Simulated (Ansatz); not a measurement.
BrClH2Si, SMILES Cl[SiH2]Br, the interaction energy of a dimer with the counterpoise correction

Program: the Ansatz DFT code, driven from Python.

The cells in order, each with its output:

**Cell 1**
```python
import ansatz
```

**Cell 2**
```python
FIRST = [
    ('Cl', (-0.9132, -0.5251, 1.6791)),
    ('Si', (0.1174, -0.0597, -0.0177)),
    ('Br', (-1.0381, 1.3633, -1.2956)),
    ('H', (0.4211, -1.3178, -0.7534)),
    ('H', (1.4127, 0.5391, 0.3878)),
]
SECOND = [
    ('Cl', (3.816, -2.5191, 2.6957)),
    ('Si', (1.9243, -2.9303, 3.3364)),
    ('Br', (1.7376, -5.0633, 3.9757)),
    ('H', (0.9681, -2.612, 2.2406)),
    ('H', (1.62, -2.0196, 4.4672)),
]
```

**Cell 3**
```python
def energy(atoms, ghosts=()):
    molecule = ansatz.Crystal.molecule()
    for symbol, xyz in atoms:
        molecule = molecule.atom(symbol, xyz)
    calc = (
        molecule.calculation()
        .basis(gaussian='def2-SVP')
        .functional('HF')
    )
    deck = calc.input()
    if ghosts:
        deck = deck.set(ansatz.key.basis.gaussian.ghost_atoms, [{'symbol': s, 'position_ang': list(xyz)} for s, xyz in ghosts])
    return ansatz.Session.from_dict(deck).plan().execute().report['free_energy_ev']
```

**Cell 4**
```python
# monomers in their own basis and in the basis of the dimer
both = energy(FIRST + SECOND)
alone = energy(FIRST) + energy(SECOND)
ghosted = energy(FIRST, SECOND) + energy(SECOND, FIRST)
print(f'dimer {both:.6f} eV')
print(f'interaction, uncorrected   {(both - alone):8.3f} eV')
print(f'interaction, counterpoise  {(both - ghosted):8.3f} eV')
print(f'basis-set superposition    {(alone - ghosted):8.3f} eV')
```
Output:
```text
dimer -180768.212168 eV
interaction, uncorrected      0.029 eV
interaction, counterpoise     0.066 eV
basis-set superposition       0.037 eV
```

Uncorrected it is 0.029 eV, with the counterpoise correction 0.066 eV; the difference, 0.04 eV, is the superposition error. In this basis both values are repulsive.

Total energies depend on the basis set; only differences at equal settings carry meaning. The dimer is a generated trial pose of unrelaxed monomers, not a minimum, so the figure is no binding energy, and the basis set is small. Hartree-Fock leaves correlation out, so bond, atomisation and ionisation energies come out well too low. This level lacks the dispersion part of the attraction (electrostatics and induction are there), which can decide the sign where the interaction is weak. The whole script took 15 s on 1 thread of Arm Neoverse V1, on a shared host, peak memory 0.5 GiB.

(Lines on the test bed's own set-up are left out of the output.)
